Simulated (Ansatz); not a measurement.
**TiAu: a single-point run**

The task is a single-point run on TiAu. The structure is shown as the input types it.

Program: Ansatz 0.2.0. Level of theory: DFT, PBEsol, PAW with Ansatz's default frozen-core files, scalar-relativistic. These are calculated values, not measurements.

**1. The starting structure**

It takes space group Pm-3m (No. 221, cubic). Conventional cell: a = 3.254 Å, b = 3.254 Å, c = 3.254 Å, α = 90.00°, β = 90.00°, γ = 90.00°. Ti (site symmetry m-3m) is surrounded by 8 Au at 2.82 Å. Au (site symmetry m-3m) has 8 Ti at 2.82 Å as nearest neighbours.

As a file:

```cif
data_structure
_symmetry_space_group_name_H-M 'Pm-3m'
_symmetry_Int_Tables_number 221
_cell_length_a 3.2540
_cell_length_b 3.2540
_cell_length_c 3.2540
_cell_angle_alpha 90.000
_cell_angle_beta 90.000
_cell_angle_gamma 90.000
_cell_volume 34.46
loop_
_atom_site_label
_atom_site_type_symbol
_atom_site_symmetry_multiplicity
_atom_site_Wyckoff_symbol
_atom_site_fract_x
_atom_site_fract_y
_atom_site_fract_z
_atom_site_occupancy
Ti1 Ti 1 b 0.50000 0.50000 0.50000 1
Au1 Au 1 a 0.00000 0.00000 0.00000 1
```

**2. Running it**

Contents of input.yaml:

```yaml
crystal:
  lattice:
    - [3.254, 0.0, 0.0]
    - [0.0, 3.254, 0.0]
    - [0.0, 0.0, 3.254]
  atoms:
    - { symbol: Ti, position: [0.5, 0.5, 0.5], spin: 1.0 }
    - { symbol: Au, position: [0.0, 0.0, 0.0] }
magnetization:
  spin_polarized: true
kpoints:
  mp_grid: { grid: [10, 9, 11] }
scf:
  occupations: { method: fermi_dirac, width: 0.05 }
  lower_state_search: "off"
  max_iter: 60
hamiltonian:
  xc: pbesol
  pseudopotentials: { kind: paw }
output:
  forces: true
  stress: true
  eigenvalues: true
  populations: true
```

The run is started by

```
$ ansatz run input.yaml --threads 1 --pin off --max-ram 3072MiB --backend cpu --events-out ev --progress --plain --runs-dir out
```

What happens when this is run?

The program finished normally, with warnings (symmetry narrowed by mesh). Its log warns: «crystal.symmetry: narrowed to the stabiliser of the k-point mesh — unitary ops 48 → 8; excluded 40 operations that carry a point of the 10×9×11 mesh (shift [0, 0 ...»

In the input, kpoints.mp_grid.grid is [10, 9, 11]. The mesh has lower symmetry than the crystal, so equivalent directions are sampled differently.

To check: set kpoints.mp_grid.grid to [10, 10, 10].
